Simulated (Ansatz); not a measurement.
# CH₂F₂Si (SMILES FC=[SiH]F): a rigid scan of the bond length Si3–F4

One table from this session's results is given with a row withheld; the runs are named, their logs left out.

Program: Ansatz 0.2.0, Gaussian basis. Level of theory: single points in def2-TZVPP. These are calculated values, not measurements.

Levels: PBE-D4, r2SCAN-D4, PBE0-D4, B3LYP-D4, wB97M-V, Hartree-Fock, MP2, CCSD, CCSD(T). The scan takes 1.363, 1.410, 1.478, 1.558, 1.647, 1.742, 1.843, 1.950, 2.061 Å.

Cores are frozen in the correlated methods. B3LYP uses VWN-RPA correlation.

40 further runs of the same task are left out: 40 set aside as unsound or not needed.

### The starting structure

The minimum, relaxed at PBE0-D4: SMILES `FC=[SiH]F`, 6 atoms, charge 0, spin multiplicity 1.

Atoms are counted from 1 here; the program's logs count them from 0.

Bond lengths: F1–C2 1.342 Å, C2–Si3 1.703 Å, C2–H5 1.088 Å, Si3–F4 1.585 Å, Si3–H6 1.466 Å. Angles: F1–C2–Si3 128.0°, F1–C2–H5 113.6°, Si3–C2–H5 118.4°, C2–Si3–F4 125.6°, C2–Si3–H6 122.0°, F4–Si3–H6 112.5°.

Geometry (Å):

```
F     1.1298   -1.4131   -0.8992
C     0.7448   -0.1957   -0.4862
Si   -0.6358    0.2144    0.4220
F    -1.7304   -0.8052    0.9471
H     1.4223    0.6006   -0.7873
H    -0.9307    1.5990    0.8036
```

Energies of the minimum (eV), from earlier single points: PBE-D4 -14372.95855, r2SCAN-D4 -14379.80933, PBE0-D4 -14373.59271, B3LYP-D4 -14384.16533, wB97M-V -14381.04168, CCSD(T) -14360.73993.

At the minimum the bond length Si3–F4 is 1.585 Å.

Set-up of the first run:

File ccsdt-tzvpp/in.yaml:

```yaml
crystal:
  periodic: [false, false, false]
  atoms:
    - {symbol: F, position_ang: [1.129808, -1.413100, -0.899216]}
    - {symbol: C, position_ang: [0.744810, -0.195666, -0.486215]}
    - {symbol: Si, position_ang: [-0.635812, 0.214358, 0.421965]}
    - {symbol: F, position_ang: [-1.576897, -0.662154, 0.873468]}
    - {symbol: H, position_ang: [1.422327, 0.600555, -0.787294]}
    - {symbol: H, position_ang: [-0.930701, 1.599007, 0.803616]}
basis:
  gaussian: {orbitals: def2-TZVPP}
correlation: {method: ccsd_t}
```

No record of the launch command was kept for these runs.

Steps of the session up to this table: Si3–F4 = 1.363 Å; Si3–F4 = 1.410 Å; Si3–F4 = 1.478 Å; Si3–F4 = 1.558 Å; Si3–F4 = 1.647 Å; Si3–F4 = 1.742 Å; Si3–F4 = 1.843 Å; Si3–F4 = 1.950 Å; Si3–F4 = 2.061 Å.

One table of the session follows, with a row left open; its other results are not shown here.

Energies less that of the minimum at the same level (kcal/mol):

```
bond length (Å)  PBE-D4  PBE0-D4  B3LYP-D4  wB97M-V  Hartree-Fock
          1.363    36.1     32.2      33.3     33.0          27.1
          1.410    21.1     18.1      19.0     18.7          14.0
          1.478     7.7      5.9       6.4      6.3           3.4
          1.558       ?        ?         ?        ?             ?
1.585 (minimum)     0.0      0.0       0.0      0.0           0.0
          1.647     0.4      1.4       1.1      1.2           2.8
          1.742     5.2      7.6       6.9      7.3          11.3
          1.843    13.5     17.5      16.3     17.0          23.3
          1.950    24.2     29.6      27.9     29.1          37.8
          2.061    35.9     42.8      40.6     42.4          53.2
```

Q: Estimate the row for bond length (Å) = 1.558 from the others.

The run gave: PBE-D4: 0.8; PBE0-D4: 0.3; B3LYP-D4: 0.5; wB97M-V: 0.4; Hartree-Fock: -0.3.
